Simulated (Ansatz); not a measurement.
Run this with Ansatz 0.2.0, Python API and show what comes out.

`run_analyse.py`
```python
"""Electronic structure of GaCu3, looked at from several sides."""

import ansatz
from ase.data import atomic_numbers
import matplotlib.pyplot as plt
import numpy as np
from pymatgen.core import Structure
from scipy.ndimage import map_coordinates
import spglib

cell = (
    ansatz.Lattice.from_parameters(3.645395, 3.645395, 3.645395, alpha=90.0, beta=90.0, gamma=90.0)
    .atom("Ga", (0.0, 0.0, 0.0))
    .atom("Cu", (0.5, 0.0, 0.5))
    .atom("Cu", (0.5, 0.5, 0.0))
    .atom("Cu", (0.0, 0.5, 0.5))
)

calc = (
    cell.calculation()
    .kpoints(7, 7, 7)
    .functional("pbesol")
    .basis(420)
    .occupations("Fermi-Dirac", width=0.05)
    .scf(max_iterations=80)
    .stress()
    .density()  # keep the density on its grid
    .density_of_states(energy_step=0.1, method="smearing", broadening_width=0.2, projected=True)
)
res = calc.run(threads=1, pin="off")
r = res.report

n_atoms = len(r["lattice"]["sites"])
print("F =", round(r["free_energy_ev"], 4), "eV for", n_atoms, "atoms")
print("E(sigma -> 0) =", round(r["energy_sigma0_ev"], 4), "eV, TS =", round(r["entropy_ts_ev"], 5), "eV")
print("closed by", r["closed_by"], "after", r["n_iterations"], "iterations")

# principal values and the von Mises stress of the deviator
principal = np.linalg.eigvalsh(np.array(r["stress_gpa"]))
mises = np.sqrt(0.5 * sum((principal[i] - principal[i - 1]) ** 2 for i in range(3)))
print("principal stresses (GPa, compression positive):", np.round(principal, 3))
print(f"mean {principal.mean():.3f} GPa, von Mises {mises:.3f} GPa, PV = {principal.mean() * r['setup']['cell_volume_ang3'] / 160.21766:.4f} eV")

for term in (ansatz.EnergyTerm.SMEARING, ansatz.EnergyTerm.DISPERSION):
    print(f"F without {term.name.lower()}: {ansatz.free_energy_without(r, term):.5f} eV")

final = Structure(res.lattice.cell_ang, [s.symbol for s in res.lattice.sites], [s.position_frac for s in res.lattice.sites])
# the grid holds the pseudo-density, which differs from the true one inside the cores
rho = res.density()
total = sum(channel.density_e_per_ang3 for channel in rho.channels[:2])
grid_cell = np.asarray(rho.fft_grid_basis) @ res.lattice.cell_ang
partner = min(final.get_neighbors(final[0], 5.0), key=lambda n: n.nn_distance)
line = np.linspace(final[0].coords, partner.coords, 11)
points = (line @ np.linalg.inv(grid_cell)) * rho.dims
values = map_coordinates(total, points.T, order=3, mode="grid-wrap")
print(f"from {final[0].specie} to {partner.specie}, {partner.nn_distance:.3f} A")
for t, value in zip(np.linspace(0, partner.nn_distance, 11), values):
    print(f"{t:7.3f} A  {value:9.4f} e/A^3")

# first and second moments of the projected d states
dos = res.density_of_states()
energy = np.asarray(dos.energies_ev) - dos.fermi_ev
window = (energy > -10) & (energy < 4)
for index, site in enumerate(res.projected_density_of_states().sites):
    for shell in site.shells:
        if shell.l == 2:
            g = sum(np.sum(part.g_bin_mean_per_ev, axis=0) for part in shell.curves)[window]
            if g.sum() > 1e-6:
                centre = (g * energy[window]).sum() / g.sum()
                width = np.sqrt((g * (energy[window] - centre) ** 2).sum() / g.sum())
                print(f"site {index} {site.species} {shell.label}: centre {centre:.3f} eV, rms width {width:.3f} eV")

field = sum(channel.density_e_per_ang3 for channel in res.density().channels[:2])
fig, ax = plt.subplots(figsize=(4, 3.4))
shown = ax.imshow(np.log10(np.clip(field[:, :, 0].T, 1e-3, None)), origin="lower", extent=(0, 1, 0, 1))
fig.colorbar(shown, label="log10 density (e/A^3)")
ax.set(xlabel="fraction of grid vector 1", ylabel="fraction of grid vector 2")
fig.savefig("density_plane.png", dpi=100)
print(f"plane through the origin: {field[:, :, 0].min():.4f} to {field[:, :, 0].max():.4f} e/A^3")

spg_cell = (res.lattice.cell_ang, [s.position_frac for s in res.lattice.sites], [atomic_numbers[s.symbol] for s in res.lattice.sites])
# the group found depends on the tolerance
for tolerance in (1e-5, 1e-3, 1e-1):
    print(f"symprec {tolerance:g} A: {spglib.get_spacegroup(spg_cell, symprec=tolerance)}")
print("operations used by the run:", r["n_symmetry_ops"])
```

```console
$ python run_analyse.py
F = -23510.0091 eV for 4 atoms
E(sigma -> 0) = -23510.0066 eV, TS = 0.00499 eV
closed by deck_thresholds after 7 iterations
principal stresses (GPa, compression positive): [-1.241 -1.241 -1.241]
mean -1.241 GPa, von Mises 0.000 GPa, PV = -0.3753 eV
F without smearing: -23510.00410 eV
F without dispersion: -23510.00909 eV
from Ga to Cu, 2.578 A
  0.000 A    52.5162 e/A^3
  0.258 A    25.1937 e/A^3
  0.516 A     3.8067 e/A^3
  0.773 A     0.7541 e/A^3
  1.031 A     0.3556 e/A^3
  1.289 A     0.2832 e/A^3
  1.547 A     0.3744 e/A^3
  1.804 A     1.2307 e/A^3
  2.062 A     7.3129 e/A^3
  2.320 A    36.8095 e/A^3
  2.578 A    69.7448 e/A^3
site 0 Ga 3D: centre -3.485 eV, rms width 2.565 eV
site 1 Cu 3D: centre -3.229 eV, rms width 1.259 eV
site 2 Cu 3D: centre -3.229 eV, rms width 1.259 eV
site 3 Cu 3D: centre -3.229 eV, rms width 1.259 eV
plane through the origin: 0.1502 to 63.0597 e/A^3
symprec 1e-05 A: Pm-3m (221)
symprec 0.001 A: Pm-3m (221)
symprec 0.1 A: Pm-3m (221)
operations used by the run: 48
```

Reading the output:
- Total energies depend on the potentials; only differences at equal settings carry meaning. A total without «per atom» is that of the cell as typed.
- For a metal this k-point mesh is coarse: on a finer one energies can move by several to tens of meV an atom and pressures by half a GPa or more, differences at one mesh by less.
- Projections exist only for the shells that the potentials hold, some of them semicore, and samples at single energies can miss narrow peaks.
- Grid values close to the nuclei reflect the PAW or pseudopotential construction, not the all-electron fields.
- The structure comes from a database of computed cells and needn't be a stable or known phase.
- The computed bands are complete only to about 7.8 eV above the Fermi level; beyond that the density of states is undercounted.
- A band centre counts only the states inside the window taken.
- Timing: 5 s on 1 thread of Arm Neoverse V1, on a shared host, peak memory 0.47 GiB.
